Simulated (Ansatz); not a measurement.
# CH3Cl3HfO: basis-set convergence

How large a basis does CH3Cl3HfO need? Two functionals are run in growing sets.

Computed with Ansatz 0.2.0, Gaussian basis. Level: one geometry, several basis sets.

The runs, in order: PBE0-D4/def2-SVP; ωB97M-V/def2-SVP; PBE0-D4/def2-QZVPP; ωB97M-V/def2-QZVPP; the functionals' def2-TZVPP values are taken from earlier runs.

4 further runs of the same task are left out: 3 that didn't finish, 1 set aside as unsound or not needed.

### 1 The geometry

All runs share one geometry, relaxed beforehand with PBE0-D4 in a triple-zeta def2 set. Hf takes the def2 core potential; no spin-orbit term is included.

SMILES `C[O][Hf]([Cl])([Cl])[Cl]`, 9 atoms, charge 0, spin multiplicity 1.

Atoms are counted from 1 here; the program's logs count them from 0.

Bond lengths: C1–O2 1.396 Å, C1–H7 1.093 Å, C1–H8 1.093 Å, C1–H9 1.093 Å, O2–Hf3 1.872 Å, Hf3–Cl4 2.342 Å, Hf3–Cl5 2.341 Å, Hf3–Cl6 2.341 Å. Angles: O2–C1–H7 109.9°, O2–C1–H8 109.9°, O2–C1–H9 109.9°, H7–C1–H8 109.1°, H7–C1–H9 109.1°, H8–C1–H9 109.1°, C1–O2–Hf3 179.9°, O2–Hf3–Cl4 108.4°, O2–Hf3–Cl5 108.4°, O2–Hf3–Cl6 108.4°, Cl4–Hf3–Cl5 110.5°, Cl4–Hf3–Cl6 110.5°, Cl5–Hf3–Cl6 110.5°.

As a file:

```xyz
9
charge 0, multiplicity 1
C    -1.09461   -0.47973   -1.25091
O    -0.21086   -0.09430   -0.24166
Hf    0.97301    0.42607    1.11186
Cl    1.99155   -1.49415    1.98258
Cl    2.57758    1.85527    0.18169
Cl   -0.24698    1.53385    2.77528
H    -1.06736   -1.56531   -1.37411
H    -2.11149   -0.17546   -0.99054
H    -0.81084   -0.00624   -2.19419
```

### 2 PBE0-D4 in def2-SVP

Contents of in.yaml:

```yaml
crystal:
  periodic: [false, false, false]
  atoms:
    - {symbol: C, position_ang: [-1.094607, -0.479729, -1.250907]}
    - {symbol: O, position_ang: [-0.210863, -0.094298, -0.241661]}
    - {symbol: Hf, position_ang: [0.973011, 0.426073, 1.111863]}
    - {symbol: Cl, position_ang: [1.991550, -1.494147, 1.982576]}
    - {symbol: Cl, position_ang: [2.577581, 1.855268, 0.181695]}
    - {symbol: Cl, position_ang: [-0.246979, 1.533850, 2.775284]}
    - {symbol: H, position_ang: [-1.067355, -1.565312, -1.374110]}
    - {symbol: H, position_ang: [-2.111487, -0.175463, -0.990540]}
    - {symbol: H, position_ang: [-0.810842, -0.006243, -2.194188]}
basis:
  gaussian: {orbitals: def2-SVP}
hamiltonian: {xc: pbe0, dispersion: d4}
output: {orbitals: {seedname: orbitals}}
```

On the command line:

```bash
ansatz run in.yaml --threads 2 --pin off --events-out ev --progress --plain --max-ram 32768MiB --backend cpu
```

Further steps of the session: ωB97M-V in def2-SVP; PBE0-D4 in def2-QZVPP; ωB97M-V in def2-QZVPP.

**Question.** What will the summary of the whole plan be? Wanted: PBE0-D4: double and triple zeta above quadruple; ωB97M-V: double and triple zeta above quadruple.

As calculated:

| quantity | value |
| --- | --- |
| PBE0-D4: double and triple zeta above quadruple | 18.13, 1.28 eV |
| ωB97M-V: double and triple zeta above quadruple | 18.05, 1.22 eV |

**Reading.** For PBE0-D4 the step from double to triple zeta gains 16.84 eV and the next only 1.28 eV. Total energies overstate the basis error of differences, where much of it tends to cancel.
